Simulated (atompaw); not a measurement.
# A PAW (atompaw) potential for thulium, from input to tests

Task: generate the file, and judge it by its logarithmic derivatives, its ghosts and its cutoff.

Method: atompaw 4.2.0.5, LDA (PW92), scalar-relativistic.

### 1 Starting point

Typed settings, in words:

```
element                 : thulium (Tm, Z = 69)
type                    : PAW
frozen core             : [Xe]
valence charge          : 15
reference configuration : 4f13 5d0 6s2 6p0
partial waves           : 6s (bound): rc 3.00 bohr; 6s channel at 0.55 Ry: rc 3.00 bohr; 6p (bound, empty): rc 3.00 bohr; 6p channel at 0.45 Ry: rc 3.00 bohr; 5d (bound, empty): rc 3.00 bohr; 5d channel at 3.5 Ry: rc 3.00 bohr; 4f (bound): rc 0.85 bohr; 4f channel at 0.4 Ry: rc 0.85 bohr
local potential         : troulliermartins scheme with l = 4 at 0 Ry, radius 2.75 bohr
core correction         : smooth core density matched at 2.60 bohr
augmentation charge     : sinc compensation charge, radius 2.55 bohr; PAW radius 3.00 bohr; waves and projectors: custom rrkj vanderbiltortho
```

The outer shells as boxes (Hund's rule for the drawing; the calculation is spin-unpolarised):

```
[Xe] core
4f [↑↓][↑↓][↑↓][↑↓][↑↓][↑↓][↑ ]
5d [  ][  ][  ][  ][  ]
6s [↑↓]
6p [  ][  ][  ]
```

### 2 Generating the potential

Contents of Tm.input:

```
Tm 69
LDA-PW scalarrelativistic loggrid 2001 logderivrange -2 5 176
6 6 5 4 0 0
6 1 0
5 2 0
4 3 13
0 0 0
c
c
c
c
c
v
c
c
c
c
v
c
c
v
v
3
3.00 2.55 2.75 2.60
y
0.55
n
y
0.45
n
y
3.5
n
y
0.4
n
custom rrkj vanderbiltortho sinc
4 0 troulliermartins
3.00
3.00
3.00
3.00
3.00
3.00
0.85
0.85
PWSCFOUT
UPFDX 0.0125d0 UPFXMIN -7.d0 UPFZMESH 69.d0
END
```

Started as:

```sh
$ atompaw < Tm.input > Tm.log
```

What does the calculation give? Wanted: cutoffs for 10 and 1 mRy, occupied levels; bound ghosts; largest phase difference near zero energy, channels read; lowest eigenvalue of the overlap; share of valence orbitals outside the PAW sphere; UPF file.

The runs gave:

| quantity | value |
| --- | --- |
| cutoffs for 10 and 1 mRy, occupied levels | 300 Ry and over 300 Ry |
| bound ghosts | p at -23.85 eV |
| largest phase difference near zero energy, channels read | 0.009 rad |
| lowest eigenvalue of the overlap (Bessel basis) | 0.462 (s) |
| share of valence orbitals outside the PAW sphere | 6s 72 %, 6p 93 %, 5d 53 %, 4f 1 % |
| UPF file | written |

What this shows: A bound ghost (p) makes it unfit for use: electrons can fall into a state that the atom doesn't have. By its cutoff, 300 Ry for the looser tolerance, it is very hard. The tighter tolerance needs over 300 Ry, and converged work needs a cutoff nearer that. The slowest occupied level is 4f: taken alone it needs 300 Ry to come within 1 mRy, against 6 Ry or less for 6s. Near zero energy the phases of the channels with partial waves agree within 0.009 rad. All of this concerns the isolated atom, not yet a solid.
